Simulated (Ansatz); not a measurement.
Write a Python script for the Ansatz DFT code, driven from Python that makes a relaxed scan of one distance of ClGeH3, SMILES [Cl][GeH3]. Settings (for the species named): Hartree-Fock, def2-SVP basis, multiplicity 1.

```xyz
5

Cl   -1.8986   -0.0114    0.6473
Ge    0.1055   -0.0114   -0.0428
H     0.1742    0.6591   -1.4521
H     0.6664   -1.4678   -0.1393
H     1.0023    0.7579    0.9455
```

`clgeh3_relaxed_scan.py`
```python
import warnings

import ansatz as az
from ase import Atoms
import numpy as np

config = {
    "basis_set": "def2-SVP",
    "xc": "HF",
}


def main() -> None:
    warnings.simplefilter("ignore", az.DeckWarning)

    atoms = Atoms(["Cl", "Ge", "H", "H", "H"], positions=[
        (-1.8986, -0.0114, 0.6473),
        (0.1055, -0.0114, -0.0428),
        (0.1742, 0.6591, -1.4521),
        (0.6664, -1.4678, -0.1393),
        (1.0023, 0.7579, 0.9455),
    ])
    system = az.Crystal.molecule_from_ase(atoms)

    calc = (
        system.calculation()
        .basis(gaussian=config["basis_set"])
        .functional(config["xc"])
    )
    symbols = [site.symbol for site in system.cartesian_sites]
    pairs = [(0, 1), (1, 2), (1, 3), (1, 4)]
    print("held (A)   E (eV)        ", "  ".join(f"{symbols[i]}{i}-{symbols[j]}{j}" for i, j in pairs))
    for length in [1.95, 2.12, 2.29, 2.54, 2.86]:
        rep = calc.relax(constraints=[az.DistanceConstraint((0, 1), at=length)], force_tolerance=0.02, max_steps=60).run(threads=1).report
        xyz = np.array(rep["positions_ang"])
        print(f"{length:6.2f} {rep['free_energy_ev']:14.5f}  ", "  ".join(f"{np.linalg.norm(xyz[i] - xyz[j]):.3f}" for i, j in pairs))


if __name__ == "__main__":
    main()
```

```console
$ python clgeh3_relaxed_scan.py
held (A)   E (eV)         Cl0-Ge1  Ge1-H2  Ge1-H3  Ge1-H4
  1.95   -69013.97880   1.950  1.532  1.532  1.532
  2.12   -69014.52762   2.120  1.527  1.527  1.527
  2.29   -69014.45431   2.290  1.523  1.523  1.523
  2.54   -69013.85909   2.540  1.519  1.519  1.519
  2.86   -69012.87393   2.860  1.515  1.515  1.515
```

What to keep in mind:
- Total energies depend on the basis set; only differences at equal settings carry meaning.
- The energies are electronic: no zero-point or thermal terms, and the basis set is short of its limit.
- The script silences the warnings on its input, which a real study should read.
- Finished in 21 s on 1 thread of Arm Neoverse V1, with other jobs on the host, peak memory 0.19 GiB.
